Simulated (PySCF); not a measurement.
# Cl2Tm (Tm(Cl)2+): the cost of one run

Program: PySCF 2.14.0. Level of theory: PBE0, Tm lcecp-1-SVP with ECP58, Cl def2-SVP; scalar-relativistic core potentials, no spin–orbit coupling. These are calculated values, not measurements.

1 further run of the same task is left out (for a known fault of the program).

## 1. Starting geometry

3 atoms, charge 1, spin multiplicity 1.

Bond lengths: Tm1–Cl2 2.576 Å, Tm1–Cl3 2.576 Å. Angles: Cl2–Tm1–Cl3 131.8°.

Coordinates:

```xyz
3

Tm    0.0000    0.0000    0.0000
Cl    2.3514    0.0000    1.0523
Cl   -2.3514    0.0000    1.0523
```

Formal oxidation states: Tm +3. Each metal's 12 4f electrons lie in its core potential, so multiplicities, spins and levels count the valence alone.

## 2. SCF at the start, singlet

Input file run.py (the lines that set the calculation):

```python
mol = gto.M(atom='''
Tm     0.00000     0.00000     0.00000
Cl     2.35140     0.00000     1.05230
Cl    -2.35140     0.00000     1.05230''',
    basis={'Tm': 'lcecp-1-SVP', 'Cl': 'def2-SVP'},
    ecp={'Tm': 'lcecp-1-SVP'},
    charge=1, spin=0)
mf = dft.RKS(mol, xc='PBE0')
mf.grids.atom_grid = (50, 194)  # f atoms: unpruned, at least (60, 302)
mf = mf.density_fit()  # fitting sets: Tm AutoAux, Cl def2-universal-JKFIT
mf.conv_tol = 1e-08; mf.max_cycle = 55
mf.kernel(dm0)  # dm0: free metal ions and neutral atoms
```

On the command line:

```console
> OMP_NUM_THREADS=2 python run.py
```

What time and memory should one allow on 2 threads of Arm Neoverse V1, shared host?

About 2 s, with a peak of 0.33 GiB.
